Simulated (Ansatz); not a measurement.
This script for the Ansatz DFT code, driven from Python starts 5 runs on AlBrGeH4, SMILES [GeH3][AlH][Br]. What input does the engine get in each?

The script, `relaxed_scan_albrgeh4.py`:
```python
"""One bond of AlBrGeH4 held at set lengths while the rest relaxes."""

import warnings

import ansatz as az
import numpy as np

GEOMETRY = """
Ge   -0.83570    0.51080   -0.35530
Al    1.25520   -0.38890    0.32160
Br    1.63810   -2.68460   -0.10670
H    -1.78620   -0.58480   -0.72370
H    -0.67390    1.45060   -1.62800
H    -1.47440    1.41440    0.79090
H     1.93820    0.21460    1.65560
"""

warnings.simplefilter("ignore", az.DeckWarning)

albrgeh4 = az.Crystal.molecule()
for line in GEOMETRY.strip().splitlines():
    symbol, *xyz = line.split()
    albrgeh4 = albrgeh4.atom(symbol, [float(v) for v in xyz])

job = albrgeh4.calculation()
job = job.basis(gaussian="def2-SVP")
job = job.functional("hf")
symbols = [site.symbol for site in albrgeh4.cartesian_sites]
pairs = [(0, 1), (0, 3), (0, 4), (0, 5), (1, 2), (1, 6)]
print("held (A)   E (eV)        ", "  ".join(f"{symbols[i]}{i}-{symbols[j]}{j}" for i, j in pairs))
for length in [2.18, 2.37, 2.56, 2.84, 3.19]:
    r = job.relax(constraints=[az.DistanceConstraint((1, 2), at=length)], force_tolerance=0.02, max_steps=60).run().report
    xyz = np.array(r["positions_ang"])
    print(f"{length:6.2f} {r['free_energy_ev']:14.5f}  ", "  ".join(f"{np.linalg.norm(xyz[i] - xyz[j]):.3f}" for i, j in pairs))
```

Run 1:
```yaml
crystal:
  periodic: [false, false, false]
  atoms:
    - { symbol: Ge, position_ang: [-0.8357, 0.5108, -0.3553] }
    - { symbol: Al, position_ang: [1.2552, -0.3889, 0.3216] }
    - { symbol: Br, position_ang: [1.6381, -2.6846, -0.1067] }
    - { symbol: H, position_ang: [-1.7862, -0.5848, -0.7237] }
    - { symbol: H, position_ang: [-0.6739, 1.4506, -1.628] }
    - { symbol: H, position_ang: [-1.4744, 1.4144, 0.7909] }
    - { symbol: H, position_ang: [1.9382, 0.2146, 1.6556] }
basis:
  gaussian:
    orbitals: def2-SVP
hamiltonian:
  xc: hf
relax:
  f_tol: 0.02
  max_steps: 60
  constraints:
    - { distance: [1, 2], at: 2.18 }
```

Run 2, against run 1:
```diff
-    - { distance: [1, 2], at: 2.18 }
+    - { distance: [1, 2], at: 2.37 }
```

Run 3, against run 1:
```diff
-    - { distance: [1, 2], at: 2.18 }
+    - { distance: [1, 2], at: 2.56 }
```

Run 4, against run 1:
```diff
-    - { distance: [1, 2], at: 2.18 }
+    - { distance: [1, 2], at: 2.84 }
```

Run 5, against run 1:
```diff
-    - { distance: [1, 2], at: 2.18 }
+    - { distance: [1, 2], at: 3.19 }
```

```console
$ python relaxed_scan_albrgeh4.py
held (A)   E (eV)         Ge0-Al1  Ge0-H3  Ge0-H4  Ge0-H5  Al1-Br2  Al1-H6
  2.18  -133102.77716   2.509  1.537  1.541  1.539  2.180  1.574
  2.37  -133102.79672   2.503  1.535  1.538  1.538  2.370  1.571
  2.56  -133102.47329   2.499  1.532  1.537  1.537  2.560  1.566
  2.84  -133101.77470   2.496  1.532  1.532  1.535  2.840  1.562
  3.19  -133100.86300   2.497  1.526  1.533  1.534  3.190  1.559
```

Notes:
- Total energies depend on the basis set; only differences at equal settings carry meaning.
- The energies are electronic: no zero-point or thermal terms, and the basis set is short of its limit.
- The script silences the warnings on its input, which a real study should read.
- Finished in 2.1 min on 1 thread of Arm Neoverse V2 (shared host), peak memory 0.3 GiB.
